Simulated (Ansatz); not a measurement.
# FH2SSb: a ladder of functionals and wavefunction methods

An exercise on one series of results from a longer session: the logs are not shown, and one member is left open.

Program: Ansatz 0.2.0, Gaussian basis. Level of theory: functionals in def2-TZVPP, the program's frozen cores in correlated methods. These are calculated values, not measurements.

Levels to be run: LDA (SPW92), PBE-D4, revPBE-D4, BLYP-D4, r2SCAN-D4, B97M-V, PBE0-D4, B3LYP-D4, r2SCANh-D4, r2SCAN0-D4, HSE06-D4, BHLYP-D4, CAM-B3LYP-D4, LC-ωPBE, ωB97X-V, ωB97M-V, B2PLYP, PBE-QIDH; CCSD(T)/def2-SVP; CCSD(T)/def2-TZVPP; MP2/def2-QZVPP; extrapolation to the limit; RPA on PBE.

1 further run of the same task is left out (for a known fault of the program).

## The relaxed structure

The geometry comes from an earlier relaxation with PBE0-D4 in a triple-zeta def2 set; it is a stationary point. Sb takes the def2 core potential; no spin-orbit term is included.

SMILES `[F][SbH][SH]`, 5 atoms, charge 0, spin multiplicity 1.

Atoms are counted from 1 here; the program's logs count them from 0.

Bond lengths: F1–Sb2 1.921 Å, Sb2–S3 2.405 Å, Sb2–H4 1.717 Å, S3–H5 1.342 Å. Angles: F1–Sb2–S3 99.0°, F1–Sb2–H4 92.0°, S3–Sb2–H4 93.6°, Sb2–S3–H5 95.7°.

Geometry (Å):

```xyz
5
FH2SSb
F    -1.2945   -0.9843    1.0908
Sb   -0.5160   -0.8436   -0.6600
S     1.6834   -0.0990   -0.0337
H    -1.1152    0.7523   -0.8626
H     1.2920    1.1008    0.4241
```

The first run:

File in.yaml:

```yaml
crystal:
  periodic: [false, false, false]
  atoms:
    - {symbol: F, position_ang: [-1.294502, -0.984251, 1.090803]}
    - {symbol: Sb, position_ang: [-0.516014, -0.843615, -0.659996]}
    - {symbol: S, position_ang: [1.683437, -0.098955, -0.033654]}
    - {symbol: H, position_ang: [-1.115169, 0.752304, -0.862632]}
    - {symbol: H, position_ang: [1.292048, 1.100817, 0.424079]}
basis:
  gaussian: {orbitals: def2-TZVPP}
hamiltonian: {xc: lda}
output: {orbitals: {seedname: orbitals}}
```

On the command line:

```console
$ ansatz run in.yaml --threads 2 --pin off --events-out ev --progress --plain --max-ram 4352MiB
```

Among the steps run: LDA; PBE-D4 (GGA); revPBE-D4 (GGA); BLYP-D4 (GGA); r2SCAN-D4 (meta-GGA); B97M-V (meta-GGA); B3LYP-D4 (hybrid); r2SCANh-D4 (hybrid); r2SCAN0-D4 (hybrid); HSE06-D4 (hybrid); BHLYP-D4 (hybrid); CAM-B3LYP-D4 (range-separated); LC-ωPBE (range-separated); ωB97X-V (range-separated); ωB97M-V (range-separated); B2PLYP (double hybrid); PBE-QIDH (double hybrid).

One table of the session follows, with a row left open; its other results are not shown here.

It belongs to the step «Frontier levels by functional». 

```
  functional  HOMO (eV)  LUMO (eV)  gap (eV)
 LDA (SPW92)      -6.78      -2.45      4.33
      PBE-D4      -6.63      -2.20      4.43
   revPBE-D4      -6.57      -2.10      4.47
     BLYP-D4      -6.45      -2.11      4.34
   r2SCAN-D4      -6.93      -2.00      4.93
      B97M-V      -6.98      -2.03      4.95
     PBE0-D4      -7.87      -1.44      6.43
    B3LYP-D4          ?          ?         ?
  r2SCANh-D4      -7.38      -1.72      5.66
  r2SCAN0-D4      -8.06      -1.31      6.75
    HSE06-D4      -7.47      -1.81      5.66
    BHLYP-D4      -8.95      -0.64      8.30
CAM-B3LYP-D4      -9.17      -0.49      8.69
     LC-ωPBE     -10.57       0.64     11.21
     ωB97X-V     -10.22       0.54     10.75
     ωB97M-V     -10.05       0.35     10.40
```

**Question.** Estimate the row for B3LYP-D4.

Worked estimate for «HOMO (eV)». Against the share of exact exchange, BLYP-D4 (0, -6.45), BHLYP-D4 (0.5, -8.95) give a slope of -5.00 per unit share; at 0.2 the line stands at -7.45.

**Answer.** HOMO (eV): -7.60; LUMO (eV): -1.67; gap (eV): 5.93. In «HOMO (eV)» the line misses by +0.15.
